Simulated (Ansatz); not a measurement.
# BN with a defect (Ge on an N site): a single-point run

Aim: the field gradients at the nuclei of BN with a defect (Ge on an N site), from a sound single-point run.

The COD entry's cell or inner coordinates are ideal or old and differ from later refinements, so a difference from it is no clean test against experiment.

Computed with Ansatz 0.2.0 (DFT, PBE, plane-wave PAW, default files, scalar-relativistic, unless a step's input says otherwise).

## Step 1: Starting point

It takes space group P-6m2 (No. 187, hexagonal). The conventional cell has a = 7.495 Å, b = 7.495 Å, c = 6.636 Å, α = 90.00°, β = 90.00°, γ = 120.00°. Around B (site symmetry -6m2) lie 3 N at 1.44 Å. Around B (site symmetry m) lie 3 N at 1.44 Å. Around B (site symmetry mm2) lie 1 Ge at 1.44 Å and 2 N at 1.44 Å. Around B (site symmetry mm2) lie 3 N at 1.44 Å. Around Ge (site symmetry -6m2) lie 3 B at 1.44 Å. Only part of the 14 independent sites is listed.

The input asks for a charge of -1 e on the cell.

Structure file:

```
B Ge N
1.0
     7.49472    0.00000    0.00000
    -3.74736    6.49062    0.00000
     0.00000    0.00000    6.63570
B Ge N
18 1 17
Direct
  0.11111 0.22222 0.25000
  0.11111 0.55556 0.25000
  0.11111 0.88889 0.25000
  0.44444 0.22222 0.25000
  0.44444 0.55556 0.25000
  0.44444 0.88889 0.25000
  0.77778 0.22222 0.25000
  0.77778 0.55556 0.25000
  0.77778 0.88889 0.25000
  0.22222 0.11111 0.75000
  0.22222 0.44444 0.75000
  0.22222 0.77778 0.75000
  0.55556 0.11111 0.75000
  0.55556 0.44444 0.75000
  0.55556 0.77778 0.75000
  0.88889 0.11111 0.75000
  0.88889 0.44444 0.75000
  0.88889 0.77778 0.75000
  0.11111 0.22222 0.75000
  0.11111 0.55556 0.75000
  0.11111 0.88889 0.75000
  0.44444 0.22222 0.75000
  0.44444 0.55556 0.75000
  0.44444 0.88889 0.75000
  0.77778 0.22222 0.75000
  0.77778 0.55556 0.75000
  0.77778 0.88889 0.75000
  0.22222 0.11111 0.25000
  0.22222 0.44444 0.25000
  0.22222 0.77778 0.25000
  0.55556 0.11111 0.25000
  0.55556 0.44444 0.25000
  0.55556 0.77778 0.25000
  0.88889 0.11111 0.25000
  0.88889 0.44444 0.25000
  0.88889 0.77778 0.25000
```

## Step 2: Running it

Input file input.yaml:

```yaml
crystal:
  lattice:
    - [7.49472, 0.0, 0.0]
    - [-3.74736, 6.4906179144, 0.0]
    - [0.0, 0.0, 6.6357]
  atoms:
    - { symbol: B, position: [0.1111111111, 0.2222222222, 0.25] }
    - { symbol: B, position: [0.1111111111, 0.5555555556, 0.25] }
    - { symbol: B, position: [0.1111111111, 0.8888888889, 0.25] }
    - { symbol: B, position: [0.4444444444, 0.2222222222, 0.25] }
    - { symbol: B, position: [0.4444444444, 0.5555555556, 0.25] }
    - { symbol: B, position: [0.4444444444, 0.8888888889, 0.25] }
    - { symbol: B, position: [0.7777777778, 0.2222222222, 0.25] }
    - { symbol: B, position: [0.7777777778, 0.5555555556, 0.25] }
    - { symbol: B, position: [0.7777777778, 0.8888888889, 0.25] }
    - { symbol: B, position: [0.2222222222, 0.1111111111, 0.75] }
    - { symbol: B, position: [0.2222222222, 0.4444444444, 0.75] }
    - { symbol: B, position: [0.2222222222, 0.7777777778, 0.75] }
    - { symbol: B, position: [0.5555555556, 0.1111111111, 0.75] }
    - { symbol: B, position: [0.5555555556, 0.4444444444, 0.75] }
    - { symbol: B, position: [0.5555555556, 0.7777777778, 0.75] }
    - { symbol: B, position: [0.8888888889, 0.1111111111, 0.75] }
    - { symbol: B, position: [0.8888888889, 0.4444444444, 0.75] }
    - { symbol: B, position: [0.8888888889, 0.7777777778, 0.75] }
    - { symbol: Ge, position: [0.1111111111, 0.2222222222, 0.75] }
    - { symbol: "N", position: [0.1111111111, 0.5555555556, 0.75] }
    - { symbol: "N", position: [0.1111111111, 0.8888888889, 0.75] }
    - { symbol: "N", position: [0.4444444444, 0.2222222222, 0.75] }
    - { symbol: "N", position: [0.4444444444, 0.5555555556, 0.75] }
    - { symbol: "N", position: [0.4444444444, 0.8888888889, 0.75] }
    - { symbol: "N", position: [0.7777777778, 0.2222222222, 0.75] }
    - { symbol: "N", position: [0.7777777778, 0.5555555556, 0.75] }
    - { symbol: "N", position: [0.7777777778, 0.8888888889, 0.75] }
    - { symbol: "N", position: [0.2222222222, 0.1111111111, 0.25] }
    - { symbol: "N", position: [0.2222222222, 0.4444444444, 0.25] }
    - { symbol: "N", position: [0.2222222222, 0.7777777778, 0.25] }
    - { symbol: "N", position: [0.5555555556, 0.1111111111, 0.25] }
    - { symbol: "N", position: [0.5555555556, 0.4444444444, 0.25] }
    - { symbol: "N", position: [0.5555555556, 0.7777777778, 0.25] }
    - { symbol: "N", position: [0.8888888889, 0.1111111111, 0.25] }
    - { symbol: "N", position: [0.8888888889, 0.4444444444, 0.25] }
    - { symbol: "N", position: [0.8888888889, 0.7777777778, 0.25] }
total_charge: -1
kpoints:
  mp_grid: { grid: [3, 3, 3] }
scf:
  occupations: { method: fermi_dirac, width: 0.01 }
  max_iter: 50
hamiltonian:
  xc: pbe
  pseudopotentials: { kind: paw }
output:
  forces: true
  stress: true
  populations: true
  efg:
    quadrupole_moments_barn: { B: 0.04059, Ge: -0.196, "N": 0.02044 }
    contact_densities: true
basis:
  ecutwfc: "80 eV"
```

Started as:

```sh
$ ansatz run input.yaml --threads 1 --pin off --max-ram 2560MiB --backend cpu --events-out ev --progress --plain --runs-dir out
```

What happens when this is run?

The program finished normally, with warnings (cutoff below recommended). It gives a pressure of 63 GPa and a largest force of 19.5 eV/Å, which is large; a structure far from rest gives such values too, whatever the setting.

The suspect setting: basis.ecutwfc is 80 eV. With so few plane waves the basis is incomplete by a wide margin. The potentials' recommended cutoff is 420 eV.

The test: delete basis.ecutwfc (the default then holds).
